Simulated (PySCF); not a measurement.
# B(NCO)3: geometry, NMR shifts, electronic excitations, spin-spin couplings and core binding energies

Aim: predict the NMR shifts, electronic excitations, spin-spin couplings and core binding energies of B(NCO)3 (`O=C=NB(N=C=O)N=C=O`).

Programs: PySCF 2.14.0, with density-fitted response routines of our own. Each step states its level of theory. These are calculated values for one molecule in the gas phase, unless marked as measured. Atoms are numbered from 0 throughout.

**1. The molecule as given**

10 atoms, charge 0, multiplicity 1; geometry from: GFN2-xTB. The atoms were then displaced at random by about 0.03 Å, so the start is not that level's minimum.

Bonds of the start (Å): B0–N1 1.34, B0–N4 1.49, B0–N7 1.33, N1–C2 1.15, C2–O3 1.31, N4–C5 1.22, C5–O6 1.12, N7–C8 1.23, C8–O9 1.17.

**2. Optimising the geometry at PBE0-D3(BJ)/def2-SVP**

The job: settings as JSON, then the geometry in Å.

```
{"job": {"xc": "PBE0", "basis": "def2-SVP", "d3": "d3bj", "grid": 1, "maxiter": 40, "shake": 0.03, "kind": "geom"}, "charge": 0, "multiplicity": 1}
B      0.074410    -0.082540     0.014340
N      1.385380     0.190840    -0.011480
C      2.516440     0.011750    -0.046630
O      3.824630    -0.068110    -0.046080
N     -0.871330     1.072640    -0.015940
C     -1.314950     2.211740     0.018810
O     -1.775970     3.228310     0.036930
N     -0.453290    -1.298980    -0.019940
C     -1.288530    -2.194840     0.052370
O     -1.972120    -3.147560     0.022040
```

Launch:

```
OMP_NUM_THREADS=1 python probes_run.py task.json out
```

This one command runs all jobs of the session in turn.

**Question.** This job is followed by: GIAO PBE0/pcSseg-1 NMR shielding, non-relativistic, gas phase; TDDFT CAM-B3LYP/def2-SVPD, vertical, gas phase, core orbitals frozen in the response; B3LYP/pcJ-1 indirect spin-spin coupling, non-relativistic, gas phase; GIAO B3LYP/pcSseg-1 NMR shielding, non-relativistic, gas phase; delta-SCF UKS SCAN, pcX-2 on the ionised atom (unc-x2c-TZVPall on a metal), pcseg-1 elsewhere, spin-free X2C. Predict these results of the whole session: point group; rotational constants (main isotopes); 13C shifts against TMS (PBE0/pcSseg-1, means over atoms taken as alike); 11B shifts against BF3·OEt2 (PBE0/pcSseg-1); 15N shifts against NH3 (PBE0/pcSseg-1, means over atoms taken as alike); 17O shifts against H2O (PBE0/pcSseg-1, means over atoms taken as alike); surface potential, 1st and 99th percentile; lowest singlet (CAM-B3LYP/def2-SVPD); brightest single state of those computed; lowest triplet; largest coupling of the table (B3LYP/pcJ-1); B1s binding energies, SCAN/pcX-2; N1s binding energies, SCAN/pcX-2; C1s binding energies, SCAN/pcX-2; O1s binding energies, SCAN/pcX-2; range of the shift of C2.

As calculated:

```
                                                               quantity                        value
                                                            point group                           Cs
                                   rotational constants (main isotopes)         1.04, 0.98, 0.51 GHz
13C shifts against TMS (PBE0/pcSseg-1, means over atoms taken as alike)                    123.8 ppm
                            11B shifts against BF3·OEt2 (PBE0/pcSseg-1)                      3.1 ppm
15N shifts against NH3 (PBE0/pcSseg-1, means over atoms taken as alike)                     75.3 ppm
17O shifts against H2O (PBE0/pcSseg-1, means over atoms taken as alike)                    162.2 ppm
                                  surface potential, 1st and 99th percentile           -0.78 V and 1.40 V
                                   lowest singlet (CAM-B3LYP/def2-SVPD)  5.40 eV (229 nm), f = 0.000
                               brightest single state of those computed  state 5, 6.46 eV, f = 0.291
                                                         lowest triplet                      5.28 eV
                            largest coupling of the table (B3LYP/pcJ-1)      1J(B,N) B0–N1, -59.7 Hz
                                       B1s binding energies, SCAN/pcX-2                 B0 199.14 eV
                                       N1s binding energies, SCAN/pcX-2                 N1 406.14 eV
                                       C1s binding energies, SCAN/pcX-2                 C2 295.52 eV
                                       O1s binding energies, SCAN/pcX-2                 O3 539.85 eV
                                               range of the shift of C2           122.4 to 123.8 ppm
```

**Reading.** The start was shaken at random, so part of the energy gained undoes that. Relaxing lowered the energy by 1.643 eV in 13 steps; the close pair that moved most is C2–O3, from 1.311 to 1.164 Å. At PBE0/pcSseg-1: The largest span, 312 ppm, is at C2, C5, C8, where the paramagnetic term is -200 ppm. At PBE0/pcSseg-1, counted by nearest atom on the grid, the HOMO lies on N1, N4, N7 about 19 % each; O3, O6, O9 about 11 % each, the LUMO on B0 35 %; C2, C5, C8 about 11 % each. The lowest singlet, at 5.40 eV, is HOMO→LUMO 0.95 and is dark; of the 10 states computed, the strongest absorption comes from states 4 to 5 together at 6.46 eV. The lowest triplet lies 0.12 eV below the lowest singlet (triplets in Tamm-Dancoff, singlets in full TDDFT). In the run at B3LYP/pcJ-1, the largest coupling of the table is B0–N1 (mean over like pairs), -59.7 Hz, of which the Fermi-contact term gives -60.9 Hz. Couplings across rotatable bonds belong to this one conformer; where others are populated, the observed values are averages. Across the 2 runs the shift of C2 (with its like atoms) moves most, between 122.4 (B3LYP/pcSseg-1) and 123.8 ppm (PBE0/pcSseg-1).
